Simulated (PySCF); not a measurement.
# Zr(OEt)F3: geometry, NMR shifts and electronic excitations

Aim: predict the NMR shifts and electronic excitations of Zr(OEt)F3 (`CC[O][Zr]([F])([F])[F]`).

Programs: PySCF 2.14.0, with density-fitted response routines of our own. Each step states its level of theory. These are calculated values for one molecule in the gas phase, unless marked as measured. Atoms count from 0, in the outputs and in this text.

### Step 1. The starting structure

12 atoms, charge 0, multiplicity 1; geometry from: GFN2-xTB. The atoms were then displaced at random by about 0.03 Å, so the start is not that level's minimum.

Bonds of the start (Å): Zr0–O1 1.83, Zr0–F9 1.78, Zr0–F10 1.96, Zr0–F11 1.82, O1–C2 1.45, C2–C3 1.56, C2–H4 1.08, C2–H5 1.07, C3–H6 1.16, C3–H7 1.06, C3–H8 1.07.

### Step 2. Optimising the geometry at PBE0-D3(BJ)/def2-SVP

The job: settings as JSON, then the geometry in Å.

```
{"job": {"xc": "PBE0", "basis": "def2-SVP", "d3": "d3bj", "grid": 1, "maxiter": 40, "shake": 0.03, "kind": "geom"}, "charge": 0, "multiplicity": 1}
Zr     0.857340    -0.149530    -1.934350
O      0.862880    -0.003670    -0.107410
C     -0.497360     0.068560     0.400480
C     -0.284770     0.025010     1.942570
H     -0.913670     1.013170     0.074710
H     -1.037610    -0.775630     0.035820
H     -1.356480     0.071790     2.372340
H      0.129810    -0.897520     2.247820
H      0.207330     0.865130     2.380740
F      2.523250    -0.114550    -2.573020
F     -0.205850     1.410490    -2.453050
F     -0.169400    -1.596000    -2.335660
```

On the command line:

```console
OMP_NUM_THREADS=1 python probes_run.py task.json out
```

One launch serves the whole session: the jobs run in the order shown.

Log:

```text
step   0  E = -500.48822919  max force = 0.089245
step   1  E = -500.52027469  max force = 0.028764
step   2  E = -500.52464083  max force = 0.014565
step   3  E = -500.52651927  max force = 0.008827
step   4  E = -500.52758063  max force = 0.007725
step   5  E = -500.53013987  max force = 0.017128
step   6  E = -500.53129792  max force = 0.011424
step   7  E = -500.53228031  max force = 0.007508
step   8  E = -500.53267525  max force = 0.007217
step   9  E = -500.53297277  max force = 0.005806
step  10  E = -500.53325045  max force = 0.006105
step  11  E = -500.53346694  max force = 0.006153
step  12  E = -500.53367559  max force = 0.005574
step  13  E = -500.53395837  max force = 0.004947
step  14  E = -500.53432601  max force = 0.004198
step  15  E = -500.53478073  max force = 0.003302
step  16  E = -500.53533075  max force = 0.002439
step  17  E = -500.53584542  max force = 0.001969
step  18  E = -500.53643501  max force = 0.001086
step  19  E = -500.53662670  max force = 0.000881
step  20  E = -500.53519501  max force = 0.008981
step  21  E = -500.53669004  max force = 0.002136
step  22  E = -500.53676412  max force = 0.001556
step  23  E = -500.53681750  max force = 0.000622
step  24  E = -500.53680421  max force = 0.000686
step  25  E = -500.53680884  max force = 0.001021
step  26  E = -500.53684127  max force = 0.000733
step  27  E = -500.53687548  max force = 0.000806
step  28  E = -500.53690451  max force = 0.000809
step  29  E = -500.53693125  max force = 0.000656
step  30  E = -500.53695427  max force = 0.000515
step  31  E = -500.53697442  max force = 0.000448
step  32  E = -500.53699267  max force = 0.000370
step  33  E = -500.53700814  max force = 0.000266
step  34  E = -500.53701953  max force = 0.000148
optimisation converged
```

Wall time 6.3 min (1 thread of Arm Neoverse V1, shared host); peak memory 0.62 GiB.

Relaxation path: (not every step is listed) (the energy doesn't fall at every step)

```
step  energy from step 0 (eV)  largest force component (eV/Å)
   0                   0.0000                          4.5892
   1                  -0.8720                          1.4791
   2                  -0.9908                          0.7490
   3                  -1.0419                          0.4539
   4                  -1.0708                          0.3972
   5                  -1.1404                          0.8808
   6                  -1.1720                          0.5874
   7                  -1.1987                          0.3861
   8                  -1.2094                          0.3711
  10                  -1.2251                          0.3139
  12                  -1.2367                          0.2866
  14                  -1.2544                          0.2159
  16                  -1.2817                          0.1254
  18                  -1.3117                          0.0558
  20                  -1.2780                          0.4618
  22                  -1.3207                          0.0800
  24                  -1.3218                          0.0353
  26                  -1.3228                          0.0377
  28                  -1.3245                          0.0416
  29                  -1.3253                          0.0337
  30                  -1.3259                          0.0265
  31                  -1.3264                          0.0230
  32                  -1.3269                          0.0190
  33                  -1.3273                          0.0137
  34                  -1.3277                          0.0076
```

Distances of close pairs at the start and the end, largest changes first:

```
   bond  before (Å)  after (Å)  change (Å)
 Zr0–C2       2.708      3.289      +0.581
 Zr0–F9       1.784      1.909      +0.125
Zr0–F11       1.819      1.908      +0.089
 Zr0–O1       1.833      1.894      +0.062
  O1–C2       1.454      1.398      -0.056
  C3–H6       1.156      1.100      -0.055
Zr0–F10       1.958      1.909      -0.049
  C2–C3       1.557      1.513      -0.044
```

The end geometry stands in the next job.

```
                         at the end point                value
  point group (found at 0.08 Å tolerance)                   C1
rotational constants (GHz, main isotopes)  2.474, 0.974, 0.950
                        dipole moment (D)                 3.07
```

### Step 3. Shielding tensors: PBE0/def2-TZVP+pcSseg-1

The job: settings as JSON, then the geometry in Å.

```
{"job": {"kind": "nmr", "xc": "PBE0", "basis": {"default": "pcSseg-1", "Zr": "def2-TZVP"}}, "charge": 0, "multiplicity": 1}
Zr     0.449187    -0.318371    -2.166688
O     -0.333626     0.045953    -0.480479
C     -0.859649     0.216997     0.803051
C      0.228991     0.186394     1.853058
H     -1.404786     1.176759     0.836636
H     -1.598907    -0.581467     0.992014
H     -0.201144     0.310776     2.858222
H      0.766924    -0.773503     1.826099
H      0.957258     0.994236     1.686206
F      2.350638    -0.271502    -1.998597
F     -0.136064     0.986796    -3.430544
F     -0.103353    -2.055817    -2.727988
```

Method: GIAO PBE0/pcSseg-1 Zr:def2-TZVP NMR shielding, scalar relativity only through core potentials, gas phase.

Log:

```text
coarse grid: 52008 points
cycle   1  E = -500.5349950564  dE = -5.173e+00  |g| = 1.161e+00  |ddm| = 5.030e+00
cycle   2  E = -500.5907985302  dE = -5.580e-02  |g| = 1.205e+00  |ddm| = 1.990e+00
cycle   3  E = -500.8425926956  dE = -2.518e-01  |g| = 2.260e-01  |ddm| = 9.587e-01
cycle   4  E = -500.8503222302  dE = -7.730e-03  |g| = 1.272e-01  |ddm| = 2.229e-01
cycle   5  E = -500.8529614118  dE = -2.639e-03  |g| = 4.138e-02  |ddm| = 8.710e-02
cycle   6  E = -500.8533423381  dE = -3.809e-04  |g| = 7.526e-03  |ddm| = 2.965e-02
cycle   7  E = -500.8533511813  dE = -8.843e-06  |g| = 3.696e-03  |ddm| = 5.567e-03
cycle   8  E = -500.8533534824  dE = -2.301e-06  |g| = 4.471e-04  |ddm| = 1.969e-03
final grid: 109704 points
cycle   9  E = -500.8531938721  dE = -4.166e-07  |g| = 7.179e-04  |ddm| = 1.373e-03
cycle  10  E = -500.8531936876  dE =  1.844e-07  |g| = 1.291e-03  |ddm| = 9.882e-04
cycle  11  E = -500.8531939628  dE = -2.752e-07  |g| = 8.451e-05  |ddm| = 6.259e-04
cycle  12  E = -500.8531939643  dE = -1.429e-09  |g| = 2.623e-05  |ddm| = 6.510e-05
cycle  13  E = -500.8531939644  dE = -1.123e-10  |g| = 1.150e-05  |ddm| = 1.851e-05
converged SCF energy = -500.8531939644

GIAO shielding tensors (ppm)
atom      isotropic    diamagn.    paramagn.     s11        s22        s33       span
  0 Zr         nan         nan         nan        nan        nan        nan        nan
  1 O       76.288     400.397    -324.109    -39.395     -6.299    274.558    313.953
  2 C      111.593     240.770    -129.177     76.823     90.589    167.365     90.541
  3 C      163.225     247.938     -84.713    144.173    162.920    182.581     38.408
  4 H       27.121      28.078      -0.957     22.660     27.412     31.292      8.632
  5 H       27.031      28.256      -1.225     22.596     27.447     31.049      8.453
  6 H       30.226      27.399       2.827     26.736     27.171     36.772     10.035
  7 H       29.766      29.535       0.230     26.892     28.095     34.311      7.419
  8 H       29.711      29.358       0.353     26.814     27.977     34.342      7.528
  9 F       26.914     473.523    -446.608   -174.799   -128.999    384.541    559.340
 10 F       25.984     473.499    -447.515   -177.042   -126.834    381.828    558.870
 11 F       25.679     473.435    -447.756   -176.576   -131.958    385.572    562.148
```

It took 30 s on 1 thread of Arm Neoverse V1, shared host; peak memory 0.97 GiB.

The references, computed at this level on geometries of the same kind, shield at (ppm): ¹H TMS 31.27, ¹³C TMS 184.4, ¹⁹F CFCl3 177.2, ¹⁷O H2O 334.6. Their shielding less the atom's gives the shift. The references are single molecules in the gas phase, so shifts against H2O, NH3, PH3, H3PO4 or CFCl3 are not on the usual liquid scales and can be off by tens of ppm. Atoms listed in one row are averaged.

```
       atoms                          environment  σ (ppm)  δ (ppm)
          C2           carbon bonded to C, O, 2 H    111.6     72.8
          C3              carbon bonded to C, 3 H    163.2     21.2
      H4, H5  hydrogen on a carbon bonded to C, O    27.08     4.19
  H6, H7, H8     hydrogen on a carbon bonded to C    29.90     1.37
          O1               oxygen bonded to C, Zr     76.3    258.3
F9, F10, F11                fluorine bonded to Zr     26.2    151.1
```

Atoms past Kr carry core potentials, so their printed shieldings have no meaning and are left out of the table.

The run also stored atomic charges by several schemes (e):

```
       atoms  Mulliken  ESP fit
         Zr0      1.67     1.75
          O1     -0.69    -0.70
          C2      0.07     0.41
          C3     -0.33    -0.34
F9, F10, F11     -0.45    -0.47
```

Mayer bond orders: Zr0–O1 1.03, Zr0–F9 0.94, Zr0–F10 0.94, Zr0–F11 0.95, O1–C2 0.86, C2–C3 1.06.

With diffuse functions Mulliken charges and Mayer bond orders lose their meaning; the other schemes are steadier.

The fields below are evaluated on a grid from the run's orbitals.

Frontier orbitals at PBE0/def2-TZVP+pcSseg-1, with the share of their density that lies nearest to each atom:

```
orbital  energy (eV)                                        lies on
   HOMO        -8.97        O1 50 %; H4, H5 about 14 % each; C2 8 %
   LUMO        -0.59  Zr0 66 %; F9, F10, F11 about 8 % each; O1 8 %
```

ELF in a plane through or near 6 of the atoms.

Ten even steps from ' ' (0.00) to '@' (1.00):
```
                                                        
                                                        
                                                        
            ..------..                                  
          ..==**##**==..                                
          ::**%%**%%**::                                
          ::**%%%%%%++..        ..----..                
            ::------..          ==**++----==--          
            ::##%%%%--..**++..  ==::==**@@@@@@++        
            ++%%  ++++==%%##++::##==..%%@@@@@@##        
            --%%==##--##--++##==##@@####@@@@@@**        
              ==%%**::##++**%%::**====..**%%##..        
          ..        ::####++--==++++::                  
                    ::====....--++==..                  
                              ..::..                    
                                                        
                                                        
                                                        
                                                        
                                                        
```
The map spans 11.6 Å across and 9.2 Å up, centred on the molecule. Atoms in the plane (x, y in Å): Zr0 (-2.2, 0.1), O1 (-0.4, -0.4), C2 (0.9, -0.7), C3 (1.8, 0.5), H6 (2.9, 0.2), F9 (-2.3, 2.0).

On the surface of density 0.002 e/bohr³ the electrostatic potential runs, from the 1st to the 99th percentile, from -1.14 V near F10 to 3.59 V near Zr0.

### Step 4. Ultraviolet spectrum: wB97X-D/def2-SVPD

Settings changed since step 3:

```diff
@@ -1,2 +1,2 @@
-{"job": {"kind": "nmr", "xc": "PBE0", "basis": {"default": "pcSseg-1", "Zr": "def2-TZVP"}}, "charge": 0, "multiplicity": 1}
+{"job": {"kind": "uv", "xc": "wB97X-D", "basis": "def2-SVPD", "ip": true, "nstates": 10}, "charge": 0, "multiplicity": 1}
 Zr     0.449187    -0.318371    -2.166688
```

Level: TDDFT wB97X-D/def2-SVPD, vertical, gas phase, core orbitals frozen in the response.

Log:

```text
coarse grid: 52008 points
cycle   1  E = -500.6856200966  dE = -6.215e+00  |g| = 1.065e+00  |ddm| = 5.569e+00
cycle   2  E = -500.7037450115  dE = -1.812e-02  |g| = 1.138e+00  |ddm| = 1.943e+00
cycle   3  E = -500.9025478874  dE = -1.988e-01  |g| = 1.770e-01  |ddm| = 7.943e-01
cycle   4  E = -500.9089265944  dE = -6.379e-03  |g| = 4.475e-02  |ddm| = 2.911e-01
cycle   5  E = -500.9094057849  dE = -4.792e-04  |g| = 1.434e-02  |ddm| = 7.078e-02
cycle   6  E = -500.9094550393  dE = -4.925e-05  |g| = 5.071e-03  |ddm| = 1.895e-02
cycle   7  E = -500.9094601940  dE = -5.155e-06  |g| = 2.293e-03  |ddm| = 6.170e-03
final grid: 109704 points
cycle   8  E = -500.9129901570  dE = -7.544e-05  |g| = 3.298e-03  |ddm| = 9.252e-02
cycle   9  E = -500.9129896901  dE =  4.668e-07  |g| = 3.895e-03  |ddm| = 6.957e-03
cycle  10  E = -500.9129923297  dE = -2.640e-06  |g| = 5.047e-04  |ddm| = 2.845e-03
cycle  11  E = -500.9129923794  dE = -4.965e-08  |g| = 1.892e-04  |ddm| = 1.136e-03
cycle  12  E = -500.9129923887  dE = -9.297e-09  |g| = 2.563e-05  |ddm| = 2.685e-04
cycle  13  E = -500.9129923889  dE = -2.576e-10  |g| = 1.047e-05  |ddm| = 6.377e-05
converged SCF energy = -500.9129923889

Static polarisability (au): isotropic 65.323, principal 57.420 59.770 78.778

Singlet excitations
state   eV       nm        f      main configurations
  1   7.1369    173.7   0.00006   H->L+2 0.35, H->L+1 0.30, H-1->L+1 0.13
  2   7.2616    170.7   0.00085   H->L+1 0.30, H-1->L+2 0.25, H->L+2 0.20
  3   7.2739    170.5   0.00021   H-1->L+1 0.45, H-1->L+2 0.26, H->L+2 0.13
  4   7.6624    161.8   0.00664   H->L 0.66, H->L+3 0.22
  5   7.7912    159.1   0.05951   H-1->L 0.51, H-1->L+3 0.13
  6   7.8201    158.5   0.04554   H-1->L+2 0.23, H-1->L 0.15, H-1->L+1 0.12
  7   8.2452    150.4   0.00143   H->L+5 0.37, H->L+6 0.19, H->L+8 0.10
  8   8.3223    149.0   0.00807   H->L+4 0.27, H->L+7 0.20, H-1->L+5 0.17
  9   8.3505    148.5   0.00713   H-1->L+4 0.41, H-1->L+7 0.22, H-1->L+8 0.12
 10   8.4639    146.5   0.00080   H->L+3 0.30, H->L+8 0.20, H->L 0.13

Triplet excitations (Tamm-Dancoff, eV): 6.7937 6.9741 6.9868 7.1555
Vertical ionisation energy (delta-SCF) = 11.1794 eV
```

Run time: 2.3 min. Hardware: 1 thread of Arm Neoverse V1, shared host; peak memory 1.1 GiB.

The orbitals next to the gap, with their largest atomic shares:

```
orbital      eV                      atoms
 HOMO−3  -13.09  C3 40 %, H6 18 %, C2 10 %
 HOMO−2  -12.95  C3 34 %, O1 18 %, H7 15 %
 HOMO−1  -11.07  O1 53 %, C2 15 %, C3 14 %
   HOMO  -10.92   O1 46 %, C2 20 %, H5 9 %
   LUMO    1.06           Zr0 73 %, O1 4 %
 LUMO+1    1.20  Zr0 70 %, F11 8 %, F9 8 %
 LUMO+2    1.21  Zr0 71 %, F10 8 %, O1 7 %
```

With each of the 10 states as a Gaussian band of 0.4 eV half-width at 1/e, the curve within the window shown has maxima at 158 nm (ε 4,600) L/(mol cm). Beyond the last state computed it falls off for lack of states. The curve at chosen wavelengths:

```csv
nm,ε (L/mol/cm)
141,239
143,445
145,733
147,1123
149,1659
151,2373
153,3212
154,3629
156,4311
158,4614
160,4438
162,3848
164,3025
166,2172
168,1436
170,884
172,512
174,283
176,151
177,110
179,58
181,30
183,16
185,8
187,4
189,2
```

Leading natural transition orbitals of singlet state 5: the hole lies on O1 65 %; C2, C3 about 8 % each; the particle on Zr0 33 %; O1 12 %; F10, F11 about 12 % each.

Leading natural transition orbitals of singlet state 1: the hole lies on O1 67 %; H4, H5 about 9 % each; the particle on Zr0 66 %; O1 11 %; F9, F10 about 7 % each.

Further results of this job:

```
           property  computed
  dipole moment (D)      3.13
polarisability (Å³)      9.68
 HOMO–LUMO gap (eV)     11.98
      −ε(HOMO) (eV)     10.92
```

### Step 5. NMR shieldings: B3LYP/def2-TZVP+pcSseg-1

Settings changed since step 4:

```diff
@@ -1,2 +1,2 @@
-{"job": {"kind": "uv", "xc": "wB97X-D", "basis": "def2-SVPD", "ip": true, "nstates": 10}, "charge": 0, "multiplicity": 1}
+{"job": {"kind": "nmr", "xc": "B3LYP", "basis": {"default": "pcSseg-1", "Zr": "def2-TZVP"}, "pop": false}, "charge": 0, "multiplicity": 1}
 Zr     0.449187    -0.318371    -2.166688
```

With the program's defaults for keys left out, this is: GIAO B3LYP/pcSseg-1 Zr:def2-TZVP NMR shielding, scalar relativity only through core potentials, gas phase.

Log:

```text
coarse grid: 52008 points
cycle   1  E = -501.0008201174  dE = -5.113e+00  |g| = 1.241e+00  |ddm| = 5.036e+00
cycle   2  E = -500.9988349557  dE =  1.985e-03  |g| = 1.419e+00  |ddm| = 2.230e+00
cycle   3  E = -501.3398582186  dE = -3.410e-01  |g| = 2.970e-01  |ddm| = 1.155e+00
cycle   4  E = -501.3540008704  dE = -1.414e-02  |g| = 1.488e-01  |ddm| = 2.754e-01
cycle   5  E = -501.3575854967  dE = -3.585e-03  |g| = 5.039e-02  |ddm| = 1.025e-01
cycle   6  E = -501.3581528001  dE = -5.673e-04  |g| = 1.173e-02  |ddm| = 3.765e-02
cycle   7  E = -501.3581758663  dE = -2.307e-05  |g| = 3.723e-03  |ddm| = 7.287e-03
cycle   8  E = -501.3581783540  dE = -2.488e-06  |g| = 5.340e-04  |ddm| = 2.282e-03
final grid: 109704 points
cycle   9  E = -501.3580466294  dE = -4.455e-07  |g| = 9.312e-04  |ddm| = 1.572e-03
cycle  10  E = -501.3580462757  dE =  3.537e-07  |g| = 1.759e-03  |ddm| = 1.299e-03
cycle  11  E = -501.3580467796  dE = -5.038e-07  |g| = 1.431e-04  |ddm| = 8.388e-04
cycle  12  E = -501.3580467838  dE = -4.284e-09  |g| = 2.924e-05  |ddm| = 1.039e-04
cycle  13  E = -501.3580467840  dE = -1.559e-10  |g| = 8.686e-06  |ddm| = 1.994e-05
converged SCF energy = -501.3580467840

GIAO shielding tensors (ppm)
atom      isotropic    diamagn.    paramagn.     s11        s22        s33       span
  0 Zr         nan         nan         nan        nan        nan        nan        nan
  1 O       67.120     400.327    -333.207    -50.874    -16.911    269.145    320.019
  2 C      105.019     240.494    -135.474     70.119     84.130    160.809     90.689
  3 C      157.338     246.841     -89.502    137.997    156.549    177.469     39.473
  4 H       27.219      28.197      -0.978     22.853     27.558     31.245      8.392
  5 H       27.128      28.392      -1.264     22.785     27.592     31.008      8.223
  6 H       30.319      27.388       2.931     27.020     27.417     36.520      9.500
  7 H       29.878      29.768       0.110     27.195     28.298     34.142      6.947
  8 H       29.823      29.575       0.249     27.116     28.181     34.173      7.057
  9 F       18.949     474.424    -455.475   -185.818   -137.043    379.709    565.527
 10 F       17.885     474.367    -456.482   -188.229   -135.124    377.007    565.237
 11 F       17.737     474.318    -456.581   -187.515   -140.164    380.889    568.404
```

Wall time 20 s (1 thread of Arm Neoverse V1, shared host); peak memory 0.97 GiB.

In short: δ C2 74.2, C3 21.9, O1 266.9, F9 153.7, H4 4.21, H6 1.38 ppm (means over like atoms).

### Step 6. Side by side: NMR shifts

Shifts (ppm), means over like atoms, with basis size and wall time:

```
                     run    C2    C3    H4    H6     O1     F9  functions  time
 PBE0/def2-TZVP+pcSseg-1  72.8  21.2  4.19  1.37  258.3  151.1        167  30 s
B3LYP/def2-TZVP+pcSseg-1  74.2  21.9  4.21  1.38  266.9  153.7        167  20 s
```

### Step 7. Summary of results

| quantity | value |
| --- | --- |
| point group | C1 |
| rotational constants (main isotopes) | 2.47, 0.97, 0.95 GHz |
| ¹³C shifts against TMS (PBE0/def2-TZVP+pcSseg-1) | 72.8, 21.2 ppm |
| ¹H shifts against TMS (PBE0/def2-TZVP+pcSseg-1, means over atoms taken as alike) | 4.19, 1.37 ppm |
| ¹⁷O shifts against H2O (PBE0/def2-TZVP+pcSseg-1) | 258.3 ppm |
| ¹⁹F shifts against CFCl3 (PBE0/def2-TZVP+pcSseg-1, means over atoms taken as alike) | 151.1 ppm |
| surface potential, 1st and 99th percentile | -1.14 V and 3.59 V |
| lowest singlet (wB97X-D/def2-SVPD) | 7.14 eV (174 nm), f = 0.000 |
| brightest single state of those computed | state 5, 7.79 eV, f = 0.060 |
| lowest triplet | 6.79 eV |
| vertical ionisation energy (ΔSCF) | 11.18 eV |
| range of the shift of O1 | 258.3 to 266.9 ppm |

The start was shaken at random, so part of the energy gained undoes that. Relaxing lowered the energy by 1.328 eV in 34 steps; the close pair that moved most is Zr0–C2, from 2.708 to 3.289 Å. No frequency check was run at this level, so the end point may be a saddle. At PBE0/def2-TZVP+pcSseg-1: Shielding is most anisotropic at F9, F10, F11 (span 560 ppm, paramagnetic term -447 ppm). By nearest atom (PBE0/def2-TZVP+pcSseg-1), the HOMO sits on O1 50 %; H4, H5 about 14 % each and the LUMO on Zr0 66 %; F9, F10, F11 about 8 % each. The lowest singlet, at 7.14 eV, is HOMO→LUMO+2 0.35, HOMO→LUMO+1 0.30 and is dark; of the 10 states computed, the strongest absorption comes from states 5 to 6 together at 7.79 eV. The lowest triplet lies 0.34 eV below the lowest singlet (triplets in Tamm-Dancoff, singlets in full TDDFT). ΔSCF puts the ionisation energy at 11.18 eV, 0.26 eV above −ε(HOMO). Across the 2 runs the shift of O1 moves most, between 258.3 (PBE0/def2-TZVP+pcSseg-1) and 266.9 ppm (B3LYP/def2-TZVP+pcSseg-1). Spin-orbit coupling is left out, which matters for shieldings and couplings at and beside the heavy atoms.
